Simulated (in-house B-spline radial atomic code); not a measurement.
# Al³⁺: ionisation energy by several methods

An exercise on one series of results from a longer session: the logs are not shown, and one member is left open.

The numbers are computed with in-house B-spline radial atomic code version 1 (scalar-relativistic (X2C), several functionals, spin-polarised, exact exchange averaged over the configuration; spherical all-electron atom at the radial basis limit), except any that are marked as measured or tabulated.

### What is computed

| Property | Result |
| --- | --- |
| element | aluminium (Z = 13) |
| charge | +3 |
| electrons | 10 |
| configuration | [He] 2s2 2p6 |
| nucleus | Fermi, rms radius 3.061 fm |

Outer shells as boxes (Hund's rule):

[He] 2s2 2p6
```
[He] core
2s [↑↓]
2p [↑↓][↑↓][↑↓]
```

Where spins are not typed, each open shell is filled with up spins first.

The first run:

Settings of the run:

```ini
Z = 13
electrons = 10.0
configuration = [He] 2s2 2p6
hamiltonian = x2c
method = wb97x
spin_polarised = True
nucleus = fermi
rms_radius = 3.061
mass_number = 27
atomic_mass = 26.981538408
speed_of_light = 137.035999084
exact_exchange = averaged over the configuration
```

Started as:

```sh
python run_scf.py task.json out
```

One command runs all members of the session, one after another, from task.json.

Steps of the session up to this table: ωB97X, a range-separated hybrid; BHandHLYP, a global hybrid; PBE0, a global hybrid; HSE06, a range-separated hybrid; B97-1, a global hybrid; r2SCAN0, a global hybrid.

One of the session's tables, all rows but one given; the rest of the session is left out.

```
   method  ΔSCF (eV)
BHandHLYP     120.11
     PBE0     120.22
    B97-1     120.29
  r2SCAN0          ?
    ωB97X     120.08
    HSE06     120.21
```

Estimate the missing values for r2SCAN0.

As computed: ΔSCF (eV): 121.13. In the column «ΔSCF (eV)» it is the highest.
